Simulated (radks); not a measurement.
# Cu³⁺ in [Ar] 3d8: an all-electron calculation

The task here is to estimate one member of a computed series from the others.

Method: Dirac Kohn-Sham, PBE, spin-unpolarised, spherical densities, point nucleus; open shells fill j = l - 1/2 first. Code: radks (a radial shooting solver on a logarithmic mesh, Libxc functionals) version 1.

## The atom as given

```
element       : copper (Z = 29)
charge        : +3
electrons     : 26
configuration : [Ar] 3d8
```

Set-up of the first run:

Input:

```text
Z 29
configuration [Ar] 3d8
relativity Dirac
functional pbe,pbe
spin unpolarised
j_filling energy
nucleus point
c 137.035999084
```

Started as:

```console
$ python run_ks.py task.json out
```

All runs below come from this command, one after another.

One of the session's tables, all rows but one given; the rest of the session is left out.

It belongs to the step «Shells». From the orbitals of this run (lengths in bohr):

| level | <r> | outermost maximum (interpolated) | 90 % within | nodes |
| --- | --- | --- | --- | --- |
| 1s1/2 | 0.05213 | 0.0341 | 0.0931 | 0 |
| 2s1/2 | 0.2350 | 0.197 | 0.364 | 1 |
| 2p1/2 | 0.2042 | 0.156 | 0.335 | 0 |
| 2p3/2 | 0.2075 | 0.159 | 0.339 | 0 |
| 3s1/2 | 0.7052 | 0.612 | 1.06 | 2 |
| 3p1/2 | 0.7298 | 0.612 | 1.12 | 1 |
| 3p3/2 | ? | ? | ? | ? |
| 3d3/2 | 0.8539 | 0.586 | 1.45 | 0 |
| 3d5/2 | 0.8584 | 0.589 | 1.46 | 0 |

Q: Estimate the row for 3p3/2 from the others.

The run gave: <r>: 0.7397; outermost maximum (interpolated): 0.619; 90 % within: 1.14; nodes: 1. In the column «<r>» it lies between 3p1/2 (0.7298) and 3d3/2 (0.8539).

Caveats from the session: Spin polarisation and multiplet splitting are left out.
